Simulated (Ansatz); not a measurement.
**CH₆SSn: small, medium and large basis sets**

The task here is to estimate one member of a computed series from the others.

Method: one geometry, several basis sets; program: Ansatz 0.2.0, Gaussian basis.

Levels to be run: PBE0-D4/def2-SVP; ωB97M-V/def2-SVP; PBE0-D4/def2-QZVPP; ωB97M-V/def2-QZVPP; the functionals' def2-TZVPP values are taken from earlier runs.

## The geometry

The geometry comes from an earlier relaxation with PBE0-D4 in a triple-zeta def2 set; it is a stationary point, not always the lowest conformer. Sn takes the def2 core potential; no spin-orbit term is included.

9 atoms, charge 0, spin multiplicity 1.

Atoms are counted from 1 here; the program's logs count them from 0.

Bond lengths: C1–S2 1.817 Å, C1–H4 1.090 Å, C1–H5 1.090 Å, C1–H6 1.090 Å, S2–Sn3 2.394 Å, Sn3–H7 1.709 Å, Sn3–H8 1.701 Å, Sn3–H9 1.709 Å. Angles: S2–C1–H4 106.6°, S2–C1–H5 111.6°, S2–C1–H6 111.6°, H4–C1–H5 108.6°, H4–C1–H6 108.6°, H5–C1–H6 109.9°, C1–S2–Sn3 99.5°, S2–Sn3–H7 108.9°, S2–Sn3–H8 106.7°, S2–Sn3–H9 108.9°, H7–Sn3–H8 111.5°, H7–Sn3–H9 109.2°, H8–Sn3–H9 111.5°.

Set-up of the first run:

in.yaml

```yaml
crystal:
  periodic: [false, false, false]
  atoms:
    - {symbol: C, position_ang: [-0.754120, 1.047799, -0.988663]}
    - {symbol: S, position_ang: [-0.671177, -0.767019, -0.982153]}
    - {symbol: Sn, position_ang: [0.734126, -1.093562, 0.928576]}
    - {symbol: H, position_ang: [-1.380678, 1.327011, -1.835974]}
    - {symbol: H, position_ang: [0.231615, 1.493643, -1.124221]}
    - {symbol: H, position_ang: [-1.212481, 1.431548, -0.076836]}
    - {symbol: H, position_ang: [2.224690, -0.301288, 0.660554]}
    - {symbol: H, position_ang: [0.942263, -2.773284, 1.102558]}
    - {symbol: H, position_ang: [-0.025837, -0.411047, 2.298960]}
basis:
  gaussian: {orbitals: def2-SVP}
hamiltonian: {xc: pbe0, dispersion: d4}
output: {orbitals: {seedname: orbitals}}
```

Command:

```bash
$ ansatz run in.yaml --threads 2 --pin off --events-out ev --progress --plain --max-ram 32768MiB --backend cpu
```

Among the steps run: PBE0-D4 in def2-SVP; ωB97M-V in def2-SVP; PBE0-D4 in def2-QZVPP; ωB97M-V in def2-QZVPP.

One table of the session follows, with a row left open; its other results are not shown here.

It belongs to the step «Density functionals: the series». 

```
functional       basis  HOMO (eV)  LUMO (eV)
   PBE0-D4    def2-SVP      -6.60      -0.14
   PBE0-D4  def2-TZVPP      -6.72      -0.43
   PBE0-D4  def2-QZVPP      -6.75      -0.52
   ωB97M-V    def2-SVP          ?          ?
   ωB97M-V  def2-TZVPP      -8.90       1.13
   ωB97M-V  def2-QZVPP      -8.94       0.87
```

Q: Estimate the row for ωB97M-V, def2-SVP from the others.

The run gave: HOMO (eV): -8.75; LUMO (eV): 1.67. In the column «HOMO (eV)» it lies between ωB97M-V, def2-TZVPP (-8.90) and PBE0-D4, def2-QZVPP (-6.75).
